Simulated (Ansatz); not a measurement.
# Hf: stress in a strained cell

Hf is deformed so: equal xx and yy strain of +1 %. What stress and forces result, by LAPW, PAW and all-electron datasets made for the crystal?

Computed with Ansatz 0.2.0 (DFT PBEsol, scalar-relativistic, unless a step's input says otherwise).

## 1. Starting point

It takes space group P6_3/mmc (No. 194, hexagonal). The conventional cell has a = 3.197 Å, b = 3.197 Å, c = 5.058 Å, α = 90.00°, β = 90.00°, γ = 120.00°. Around Hf (site symmetry -6m2) lie 12 Hf at 3.13 to 3.20 Å.

Coordinates:

```xyz
2
Lattice="3.1967 0.0000 0.0000 -1.5983 2.7684 0.0000 0.0000 0.0000 5.0578" Properties=species:S:1:pos:R:3 pbc="T T T"
Hf    0.0000    1.8456    1.2645
Hf    1.5983    0.9228    3.7934
```

Atoms are numbered in the order of the input: Hf1, Hf2.

## 2. The deformed structure

Space group P6_3/mmc before, P6_3/mmc after.

## 3. LAPW, all electrons

Contents of input.yaml:

```yaml
crystal:
  lattice:
    - [3.2286655094, 0.0, 0.0]
    - [-1.6143327547, 2.7961063515, 0.0]
    - [0.0, 0.0, 5.0578]
  atoms:
    - { symbol: Hf, position: [0.3333333333, 0.6666666667, 0.25] }
    - { symbol: Hf, position: [0.6666666667, 0.3333333333, 0.75] }
kpoints:
  mp_grid: { grid: [13, 13, 7] }
  band_path:
    path:
      - [0.0, 0.0, 0.0]
      - [0.5, 0.0, 0.0]
      - [0.3333333333, 0.3333333333, 0.0]
      - [0.0, 0.0, 0.0]
      - [0.0, 0.0, 0.5]
      - [0.5, 0.0, 0.5]
      - [0.3333333333, 0.3333333333, 0.5]
      - [0.0, 0.0, 0.5]
      - [0.5, 0.0, 0.5]
    npoints: 5
scf:
  occupations: { method: fermi_dirac, width: 0.05 }
hamiltonian:
  xc: pbesol
  pseudopotentials: { kind: all_electron, lapw: { basis_error: 0.0005 } }
output:
  forces: true
  stress: true
  eigenvalues: true
```

Command:

```bash
> ansatz run input.yaml --threads 1 --pin off --max-ram 3072MiB --backend cpu --events-out ev --progress --plain --runs-dir out
```

## 4. PAW on the default files

Contents of input.yaml:

```yaml
crystal:
  lattice:
    - [3.2286655094, 0.0, 0.0]
    - [-1.6143327547, 2.7961063515, 0.0]
    - [0.0, 0.0, 5.0578]
  atoms:
    - { symbol: Hf, position: [0.3333333333, 0.6666666667, 0.25] }
    - { symbol: Hf, position: [0.6666666667, 0.3333333333, 0.75] }
kpoints:
  mp_grid: { grid: [13, 13, 7] }
scf:
  occupations: { method: fermi_dirac, width: 0.05 }
hamiltonian:
  xc: pbesol
  pseudopotentials: { kind: paw }
output:
  forces: true
  stress: true
  eigenvalues: true
  efg: { contact_densities: true }
```

## 5. Datasets made for this crystal

input.yaml: that of step 4 with these lines changed.

```diff
@@ -14,3 +14,3 @@
   xc: pbesol
-  pseudopotentials: { kind: paw }
+  pseudopotentials: { kind: all_electron, datasets: crystal }
 output:
```

(Steps that only read results are left out.)

Q: Predict the outcome of this session. Wanted: pressure; largest shear or deviatoric stress.

The runs gave:

```
                                 quantity                                              value
                                 pressure  LAPW -5.61, PAW -5.63, crystal datasets -5.61 GPa
largest shear or deviatoric stress (LAPW)                                           0.58 GPa
```

The largest part of the stress beyond the pressure is 0.58 GPa in size, in the zz component; the atoms are carried along and not relaxed. No run of the undeformed cell stands beside it, so the pressure holds what the given cell had before the change. PAW: stress within 0.02 GPa of LAPW. Crystal datasets: stress within 0.01 GPa of LAPW. Spin-orbit coupling is left out, though the cell holds Hf; in elements this heavy it can shift bands and gaps by tenths of an eV.
